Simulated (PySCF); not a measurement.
# C2H6O2Si: the cost of one run

The runs use PySCF 2.14.0, with density-fitted response routines of our own; the level of theory stands in each step. All values are computed, except where a source is named. Atoms are numbered from 0 throughout.

## (1) The molecule as given

11 atoms, charge 0, multiplicity 1; geometry from: PBE0-D3(BJ)/def2-SVP.

Bonds of the start (Å): O0–Si1 1.65, Si1–C2 1.88, C2–C3 1.54, C3–O4 1.44, O4–Si1 1.69, O0–H5 0.96, Si1–H6 1.48, C2–H7 1.10, C2–H8 1.10, C3–H9 1.10, C3–H10 1.10.

## (2) Shielding tensors: PBE0/6-31G*

The job: settings as JSON, then the geometry in Å.

```
{"job": {"kind": "nmr", "xc": "PBE0", "basis": "6-31G*", "pop": true}, "charge": 0, "multiplicity": 1}
O      2.156859     0.965772    -0.132591
Si     1.026912    -0.227602    -0.310970
C     -0.428892    -0.363104     0.874706
C     -1.253010    -0.037938    -0.389612
O     -0.225426     0.123696    -1.385460
H      1.827288     1.864353    -0.034164
H      1.834703    -1.428698    -0.634243
H     -0.624549    -1.352886     1.311200
H     -0.491715     0.393411     1.670244
H     -1.938119    -0.851592    -0.680876
H     -1.845488     0.889260    -0.304331
```

With the program's defaults for keys left out, this is: GIAO PBE0/6-31G* NMR shielding, non-relativistic, gas phase.

The run is started by

```console
$ OMP_NUM_THREADS=1 python probes_run.py task.json out
```

One launch serves the whole session: the jobs run in the order shown.

**Question.** How long does this first job take on 1 thread of Arm Neoverse N1, shared host, and how much memory does it need?

About 9.7 s, with a peak of 0.48 GiB.
